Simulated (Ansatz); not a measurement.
Predict the output of the script below (Ansatz 0.2.0 through its Python package).

`tls_r_3m.cif`
```cif
data_TlS
_cell_length_a 7.660405
_cell_length_b 7.660405
_cell_length_c 7.660405
_cell_angle_alpha 30.28932
_cell_angle_beta 30.28932
_cell_angle_gamma 30.28932
_symmetry_space_group_name_H-M 'P 1'
_symmetry_Int_Tables_number 1
loop_
_symmetry_equiv_pos_as_xyz
'x, y, z'
loop_
_atom_site_label
_atom_site_type_symbol
_atom_site_fract_x
_atom_site_fract_y
_atom_site_fract_z
Tl1 Tl    0.000000    0.000000    0.000000
Tl2 Tl    0.500000    0.500000    0.500000
S3 S    0.735103    0.735103    0.735103
S4 S    0.264897    0.264897    0.264897
```

Contents of `tls_pm_3m.xyz`:
```text
2
Lattice="3.595635 0.0 0.0 0.0 3.595635 0.0 0.0 0.0 3.595635" Properties=species:S:1:pos:R:3 pbc="T T T"
Tl    1.79781750    1.79781750    1.79781750
S     0.00000000    0.00000000    0.00000000
```

Script `tls_polymorphs.py`:
```python
from dataclasses import dataclass

import ansatz as az
from ase.io import read
import numpy as np
import spglib
from tabulate import tabulate


@dataclass
class RunConfig:
    xc: str = 'r2scan'
    kspacing: float = 0.3
    filling: str = 'fermi_dirac'
    sigma: float = 0.02


cfg = RunConfig()


def run_phase(name, crystal):
    calc = (
        crystal.calculation()
        .functional(cfg.xc)
        .pseudopotentials('nc')
        .mixing('msr1')
        .scf(algorithm='density_mixing')
        .kpoints(spacing=cfg.kspacing)
        .occupations(cfg.filling, width=cfg.sigma)
        .stress()
        .band_table()
    )
    calc = calc.relax(force_tolerance=0.02, cell=True)
    return calc.run()


def pressure_gpa(outcome):
    return float(np.trace(outcome.report['stress_gpa']) / 3)


def volume_per_atom(outcome):
    return abs(np.linalg.det(outcome.lattice.cell_ang)) / len(outcome.lattice.sites)


def space_group(outcome):
    sites = outcome.report['lattice']['sites']
    kinds = sorted({site['symbol'] for site in sites})
    cell = (outcome.lattice.cell_ang, [site['position_frac'] for site in sites], [kinds.index(site['symbol']) for site in sites])
    return spglib.get_spacegroup(cell, symprec=0.01)


def main() -> None:
    phases = {}
    atoms = read('tls_r_3m.cif')
    r_3m = az.Crystal.from_ase(atoms)
    phases['R-3m'] = r_3m
    pm_3m = az.Crystal.from_extxyz('tls_pm_3m.xyz')
    phases['Pm-3m'] = pm_3m

    done = {}
    for name, crystal in phases.items():
        done[name] = run_phase(name, crystal)
        print(f'{name}: {done[name].report["energy_sigma0_ev"]:.4f} eV, {len(done[name].lattice.sites)} atoms')

    energy = {name: o.report['energy_sigma0_ev'] / len(o.lattice.sites) for name, o in done.items()}
    lowest = min(energy.values())
    rows = [(name, len(o.lattice.sites), 1000 * (energy[name] - lowest), pressure_gpa(o), volume_per_atom(o), space_group(o)) for name, o in done.items()]
    rows.sort(key=lambda row: row[2])
    print(tabulate(rows, headers=['phase', 'atoms', 'dE (meV/atom)', 'P (GPa)', 'V (A^3/atom)', 'space group'], floatfmt='.4f', tablefmt='simple'))
    print('order:', ' < '.join(row[0] for row in rows))


if __name__ == '__main__':
    main()
```

Output of `python tls_polymorphs.py`:
```text
DeckWarning: basis.ecutwfc = 820 eV, auto-derived from the records' recommended cutoffs: set by Tl (normal level)
R-3m: -4570.5228 eV, 4 atoms
Pm-3m: -2284.7234 eV, 2 atoms
phase      atoms    dE (meV/atom)    P (GPa)    V (A^3/atom)  space group
-------  -------  ---------------  ---------  --------------  -------------
R-3m           4           0.0000     0.0053         25.3134  R-3m (166)
Pm-3m          2         269.0196    -0.0088         22.7111  Pm-3m (221)
order: R-3m < Pm-3m
```
(Warnings from the package without file and line.)

By space group at the end of each run: R-3m (+0 meV an atom, 25.3 Å³) and Pm-3m (+269 meV an atom, 22.7 Å³).

What to keep in mind:
- The settings weren't tested for convergence.
- Such functionals run on norm-conserving files made under PBE, which can move pressures by some GPa.
- For the metals among these phases the mesh is modest: differences between phases can be off by up to 40 meV an atom.
- Pressure is positive in compression.
- Spin-orbit coupling, which matters for elements this heavy, is left out.
- The cells come from databases of deposited and of computed structures, and not all need be stable phases.
- The ranking holds among these structures alone, at zero temperature; the ground state may be another structure. Differences under about 40 meV an atom lie within the error of mesh and functional.
- The whole script took 2.7 min on 1 thread of Intel(R) Xeon(R) Platinum 8488C (Sapphire Rapids), with other jobs on the host, peak memory 1.1 GiB.
